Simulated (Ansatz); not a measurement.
## Ti₃Cd, space group Pm-3m: a relaxation of the ions, step by step

Program: the Python package of Ansatz (0.2.0).

Typed at the interpreter:
```pycon
>>> import ansatz as az
>>> from ase import Atoms
>>> from ase.data import atomic_numbers
>>> from ase.io import write
>>> from ase.neighborlist import neighbor_list
>>> import numpy as np
>>> import spglib
>>> atoms = Atoms(
...     ["Ti", "Ti", "Ti", "Cd"],
...     scaled_positions=[
...         (0.0, 0.5, 0.5),
...         (0.5, 0.0, 0.5),
...         (0.5, 0.5, 0.0),
...         (0.0, 0.0, 0.0),
...     ],
...     cell=[
...         (4.151009, 0.0, 0.0),
...         (0.0, 4.151009, 0.0),
...         (0.0, 0.0, 4.151009),
...     ],
...     pbc=True,
... )
>>> atoms.rattle(stdev=0.025, seed=98)
>>> structure = az.Crystal.from_ase(atoms)
>>> setup = structure.calculation()
>>> setup = setup.occupations(az.OccupationsMethod.FERMI_DIRAC, width=0.1).functional("r2SCAN")
>>> setup = setup.kpoints(density=2.6)
>>> setup = setup.relax()
>>> steps = []
>>> def follow(event):
...     if event["event"] != "relax_step":
...         return
...     row = event["data"]
...     steps.append(row)
...     print(f"step {row['step']:3d}  E = {row['lagrangian_ev']:.5f} eV  largest force component = {row['allowed_force_max_ev_ang']:.4f} eV/A")
...
>>> out = setup.session().plan(threads=1).execute(on_event=follow)
DeckWarning: basis.ecutwfc = 500 eV, auto-derived from the records' recommended cutoffs: set by Ti (their level for a meta-GGA)
step   1  E = -15781.18281 eV  largest force component = 0.5032 eV/A
step   2  E = -15781.15341 eV  largest force component = 0.6790 eV/A
step   3  E = -15781.22014 eV  largest force component = 0.0053 eV/A
>>> rep = out.report
>>> rep["n_electrons"]
56.0
>>> first, last = steps[0], steps[-1]
>>> symbols = [site.symbol for site in out.lattice.sites]
>>> print(f"energy gained {first['lagrangian_ev'] - last['lagrangian_ev']:.4f} eV in {len(steps) - 1} steps")
energy gained 0.0373 eV in 2 steps
>>> final = Atoms(symbols, positions=last["positions_ang"], cell=out.lattice.cell_ang, pbc=True)
>>> i, j, d = neighbor_list("ijd", final, 4.5)
>>> print("neighbours within 1.1 times the shortest distance of each atom (A)")
neighbours within 1.1 times the shortest distance of each atom (A)
>>> for atom in range(len(final)):
...     near = [m for m in np.argsort(d) if i[m] == atom]
...     shell = [m for m in near if d[m] < 1.1 * d[near[0]]]
...     print(f"{symbols[atom]}{atom} ({len(shell)}):", ", ".join(f"{symbols[j[m]]} {d[m]:.3f}" for m in shell))
...
Ti0 (12): Cd 2.934, Ti 2.934, Ti 2.934, Ti 2.935, Ti 2.935, Cd 2.935, Cd 2.935, Ti 2.935, Ti 2.935, Ti 2.936, Ti 2.936, Cd 2.936
Ti1 (12): Ti 2.934, Cd 2.935, Ti 2.935, Cd 2.935, Ti 2.935, Ti 2.935, Ti 2.935, Ti 2.935, Cd 2.935, Ti 2.935, Cd 2.935, Ti 2.936
Ti2 (12): Ti 2.934, Cd 2.935, Ti 2.935, Ti 2.935, Cd 2.935, Ti 2.935, Ti 2.935, Cd 2.935, Ti 2.935, Ti 2.935, Cd 2.936, Ti 2.936
Cd3 (12): Ti 2.934, Ti 2.935, Ti 2.935, Ti 2.935, Ti 2.935, Ti 2.935, Ti 2.935, Ti 2.935, Ti 2.935, Ti 2.935, Ti 2.936, Ti 2.936
>>> relaxed = Atoms(symbols, positions=[site.position_ang for site in out.lattice.sites], cell=out.lattice.cell_ang, pbc=True)
>>> write("relaxed.cif", relaxed, format="cif")
>>> print("relaxed fractional positions")
relaxed fractional positions
>>> for site in out.lattice.sites:
...     print(f"  {site.symbol:2s}", " ".join(f"{v % 1:8.5f}" for v in np.round(site.position_frac, 5)))
...
  Ti  0.99714  0.49688  0.49800
  Ti  0.49702  0.99668  0.49793
  Ti  0.49697  0.49666  0.99790
  Cd  0.99703  0.99671  0.99785
>>> fractions = [site.position_frac for site in out.lattice.sites]
>>> numbers = [atomic_numbers[s] for s in symbols]
>>> for tolerance in (1e-3, 1e-2, 1e-1):
...     print(f"space group at {tolerance} A:", spglib.get_spacegroup((out.lattice.cell_ang, fractions, numbers), symprec=tolerance))
...
space group at 0.001 A: Cm (8)
space group at 0.01 A: Pm-3m (221)
space group at 0.1 A: Pm-3m (221)
>>> n_atoms = len(rep["lattice"]["sites"])
>>> print("F =", round(rep["free_energy_ev"], 4), "eV for", n_atoms, "atoms")
F = -15781.2201 eV for 4 atoms
>>> print("E(sigma -> 0) =", round(rep["energy_sigma0_ev"], 4), "eV, TS =", round(rep["entropy_ts_ev"], 5), "eV")
E(sigma -> 0) = -15781.13 eV, TS = 0.18024 eV
>>> print("closed by", rep["closed_by"], "after", rep["n_iterations"], "iterations")
closed by deck_thresholds after 2 iterations
>>> print(len(rep["kpoints_frac"]), "irreducible k-points (fractions, weight)")
36 irreducible k-points (fractions, weight)
>>> for k, weight in list(zip(rep["kpoints_frac"], rep["kweights"]))[:8]:
...     print("  {:8.4f} {:8.4f} {:8.4f}".format(*k), f"{weight:10.6f}")
...
    0.0000   0.0000   0.0000   0.015625
    0.0000   0.0000   0.2500   0.031250
    0.0000   0.0000  -0.5000   0.015625
    0.0000   0.2500   0.0000   0.031250
    0.0000   0.2500   0.2500   0.031250
    0.0000   0.2500  -0.5000   0.031250
    0.0000   0.2500  -0.2500   0.031250
    0.0000  -0.5000   0.0000   0.015625
```

`relaxed.cif`, as written:
```cif
data_image0
_chemical_formula_structural       Ti3Cd
_chemical_formula_sum              "Ti3 Cd1"
_cell_length_a       4.151009
_cell_length_b       4.151009
_cell_length_c       4.151009
_cell_angle_alpha    90.0
_cell_angle_beta     90.0
_cell_angle_gamma    90.0

_space_group_name_H-M_alt    "P 1"
_space_group_IT_number       1

loop_
  _space_group_symop_operation_xyz
  'x, y, z'

loop_
  _atom_site_type_symbol
  _atom_site_label
  _atom_site_symmetry_multiplicity
  _atom_site_fract_x
  _atom_site_fract_y
  _atom_site_fract_z
  _atom_site_occupancy
  Ti  Ti1       1.0  0.9971354687079615  0.4968756744957934  0.497999462304961  1.0000
  Ti  Ti2       1.0  0.4970195761440011  0.9966835780523124  0.497931341340517  1.0000
  Ti  Ti3       1.0  0.4969661496316102  0.49665732203480795  0.9979042711184798  1.0000
  Cd  Cd1       1.0  0.997026979087007  0.996707203351182  0.9978480729956157  1.0000
```

Reading the output:
- Total energies depend on the potentials; only differences at equal settings carry meaning. A total without «per atom» is that of the cell as typed.
- For a metal this k-point mesh is coarse: on a finer one energies can move by several to tens of meV an atom and pressures by half a GPa or more, differences at one mesh by less.
- Energies along a relaxation are free energies. A last row that repeats the one before re-solves the same geometry more tightly.
- This cell is a computed structure, which may not be the phase found in nature.
- Warnings are shown shortened and without file and line.
- Timing: 66 s on 1 thread of Arm Neoverse V1, on a shared host, peak memory 0.62 GiB.

(Lines on the test bed's own set-up are left out of the output.)
